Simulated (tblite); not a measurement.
# C2H11NOSi2: the cost of one run

Computed with tblite 0.8.0 and PySCF 2.14.0, with density-fitted response routines of our own, on a single molecule, in the gas phase or a continuum. Atoms are numbered from 0 throughout.

## (1) The starting structure

17 atoms, charge 0, multiplicity 1; geometry from: force field or distance geometry start.

Bonds of the start (Å): C0–C1 1.47, C1–O2 1.37, O2–Si3 1.67, Si3–Si4 2.25, Si4–N5 1.79, C0–H6 1.14, C0–H7 1.09, C0–H8 1.12, C1–H9 1.13, C1–H10 1.11, Si3–H11 1.44, Si3–H12 1.47, Si4–H13 1.47, Si4–H14 1.47, N5–H15 1.05, N5–H16 1.03.

## (2) Geometry optimisation with GFN2-xTB

Job settings and geometry (Å):

```
{"job": {"kind": "relax", "xc": "GFN2-xTB", "basis": "xTB"}, "charge": 0, "multiplicity": 1}
C     -2.872000    -0.980400     0.273100
C     -1.881900    -0.053400    -0.283000
O     -0.551000    -0.375500    -0.221700
Si     0.553400     0.700500    -0.864000
Si     2.310400     0.762700     0.533100
N      3.044800    -0.861700     0.639700
H     -3.853900    -0.399600     0.286200
H     -3.102800    -1.887400    -0.290100
H     -2.659900    -1.159700     1.359000
H     -1.989100     0.918300     0.289700
H     -2.143000     0.178700    -1.338300
H      1.054500     0.413400    -2.183600
H     -0.016000     2.054300    -0.879600
H      3.270400     1.780400     0.068400
H      1.871700     1.124400     1.888100
H      4.046600    -0.788600     0.934400
H      2.910900    -1.414300    -0.221200
```

On the command line:

```bash
OMP_NUM_THREADS=1 python probes_run.py task.json out
```

One launch serves the whole session: the jobs run in the order shown.

Q: Estimate the wall time and peak memory of this first job on 1 thread of Arm Neoverse N1, shared host.

About 2.6 s, with a peak of 0.18 GiB.
